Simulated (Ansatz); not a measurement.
# H₆O₄SiTi: up Jacob's ladder to CCSD(T)

One table from this session's results is given with a row withheld; the runs are named, their logs left out.

Method: functionals in def2-TZVPP, the program's frozen cores in correlated methods; program: Ansatz 0.2.0, Gaussian basis.

Levels to be run: LDA (SPW92), PBE-D4, revPBE-D4, BLYP-D4, r2SCAN-D4, B97M-V, PBE0-D4, B3LYP-D4, r2SCANh-D4, r2SCAN0-D4, HSE06-D4, BHLYP-D4, CAM-B3LYP-D4, LC-ωPBE, ωB97X-V, ωB97M-V, B2PLYP, PBE-QIDH; CCSD(T)/def2-SVP; MP2/def2-TZVPP; MP2/def2-QZVPP; RPA on PBE.

## The relaxed structure

The geometry comes from an earlier relaxation with PBE0-D4 in a triple-zeta def2 set; it is a stationary point, not always the lowest conformer.

SMILES `[OH][Ti]([OH])([OH])[O][SiH3]`, 12 atoms, charge 0, spin multiplicity 1.

Atoms are counted from 1 here; the program's logs count them from 0.

Bond lengths: O1–Ti2 1.796 Å, O1–H7 0.958 Å, Ti2–O3 1.796 Å, Ti2–O4 1.796 Å, Ti2–O5 1.799 Å, O3–H8 0.958 Å, O4–H9 0.958 Å, O5–Si6 1.631 Å, Si6–H10 1.487 Å, Si6–H11 1.487 Å, Si6–H12 1.487 Å. Angles: Ti2–O1–H7 130.9°, O1–Ti2–O3 109.3°, O1–Ti2–O4 109.2°, O1–Ti2–O5 109.7°, O3–Ti2–O4 109.3°, O3–Ti2–O5 109.6°, O4–Ti2–O5 109.7°, Ti2–O3–H8 131.0°, Ti2–O4–H9 131.1°, Ti2–O5–Si6 178.2°, O5–Si6–H10 110.0°, O5–Si6–H11 110.0°, O5–Si6–H12 109.9°, H10–Si6–H11 109.0°, H10–Si6–H12 109.0°, H11–Si6–H12 109.0°.

Set-up of the first run:

in.yaml reads:

```yaml
crystal:
  periodic: [false, false, false]
  atoms:
    - {symbol: O, position_ang: [-1.764299, -1.468099, -0.332013]}
    - {symbol: Ti, position_ang: [-0.596316, -0.484180, 0.612994]}
    - {symbol: O, position_ang: [0.335854, -1.558609, 1.709300]}
    - {symbol: O, position_ang: [-1.495595, 0.724191, 1.590635]}
    - {symbol: O, position_ang: [0.529839, 0.360707, -0.507591]}
    - {symbol: Si, position_ang: [1.520322, 1.169096, -1.519693]}
    - {symbol: H, position_ang: [-2.719587, -1.425936, -0.387018]}
    - {symbol: H, position_ang: [0.303803, -2.507465, 1.835382]}
    - {symbol: H, position_ang: [-1.523828, 0.872899, 2.536324]}
    - {symbol: H, position_ang: [1.343426, 2.635022, -1.341323]}
    - {symbol: H, position_ang: [1.207378, 0.812121, -2.929194]}
    - {symbol: H, position_ang: [2.936105, 0.815053, -1.233803]}
basis:
  gaussian: {orbitals: def2-TZVPP}
hamiltonian: {xc: lda}
output: {orbitals: {seedname: orbitals}}
```

The run is started by

```bash
> ansatz run in.yaml --threads 4 --pin off --events-out ev --progress --plain --max-ram 11315MiB
```

Among the steps run: LDA; PBE-D4 (GGA); revPBE-D4 (GGA); BLYP-D4 (GGA); r2SCAN-D4 (meta-GGA); B97M-V (meta-GGA); PBE0-D4 (hybrid); B3LYP-D4 (hybrid); r2SCANh-D4 (hybrid); r2SCAN0-D4 (hybrid); HSE06-D4 (hybrid); BHLYP-D4 (hybrid); CAM-B3LYP-D4 (range-separated); LC-ωPBE (range-separated); ωB97X-V (range-separated); ωB97M-V (range-separated); B2PLYP (double hybrid); PBE-QIDH (double hybrid).

One table of the session follows, with a row left open; its other results are not shown here.

It belongs to the step «Frontier levels by functional». 

```
  functional  HOMO (eV)  gap (eV)
 LDA (SPW92)          ?         ?
      PBE-D4      -7.04      4.72
   revPBE-D4      -6.98      4.75
     BLYP-D4      -6.95      4.71
   r2SCAN-D4      -7.40      5.17
      B97M-V      -7.50      5.24
     PBE0-D4      -8.52      7.21
    B3LYP-D4      -8.31      6.69
  r2SCANh-D4      -7.95      6.11
  r2SCAN0-D4      -8.77      7.54
    HSE06-D4      -8.12      6.42
    BHLYP-D4      -9.95      9.81
CAM-B3LYP-D4      -9.95      9.75
     LC-ωPBE     -11.28     12.27
     ωB97X-V     -10.95     11.91
     ωB97M-V     -10.82     11.62
```

Estimate the missing values for LDA (SPW92).

The run gave: HOMO (eV): -7.16; gap (eV): 4.62. In the column «HOMO (eV)» it lies between r2SCAN-D4 (-7.40) and PBE-D4 (-7.04).
